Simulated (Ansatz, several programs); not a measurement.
CeO2 (Fm-3m) from a database of computed structures, relaxed with PBE in Ansatz (plane waves, PAW): space group Fm-3m (No. 225), cubic; a = 5.464 Å in the conventional setting, 13.60 Å³ an atom. Around Ce lie 8 O at 2.37 Å; around O lie 4 Ce at 2.37 Å. The cell was then scaled with its shape and fractional coordinates held. The values are computed, spin-unpolarised, and not measurements.

| V (Å³/atom) | E (meV/atom) |
| --- | --- |
| 12.781 | 29.78 |
| 13.597 | 0.00 |
| 14.005 | 6.30 |
| 14.413 | 23.96 |

Q: Pass a cubic E = c₀ + c₁u + c₂u² + c₃u³, with u = V − 13.699 Å³, through these points.

A: c₀ = 0.40, c₁ = +7.898, c₂ = 38.796, c₃ = -5.0920 (meV and Å³).

Q: Where is the minimum, and what bulk modulus follows?

A: dE/du = 0 at u = -0.100, so V₀ = 13.60 Å³. B = V₀ d²E/dV² = 13.60 × (2c₂ + 6c₃u) = 13.60 × 80.642 = 1097 meV/Å³, and 1 meV/Å³ is 0.16022 GPa: 176 GPa. A third-order Birch-Murnaghan fit to all five points gives 13.60 Å³ and 175 GPa.

Q: Predict the energy and the pressure at the withheld volume, 13.189 Å³.

A: With u = -0.510: E ≈ 7.14 meV and P = −dE/dV ≈ +5.71 GPa. The run gives 6.94 meV and, from its stress, +5.66 GPa.
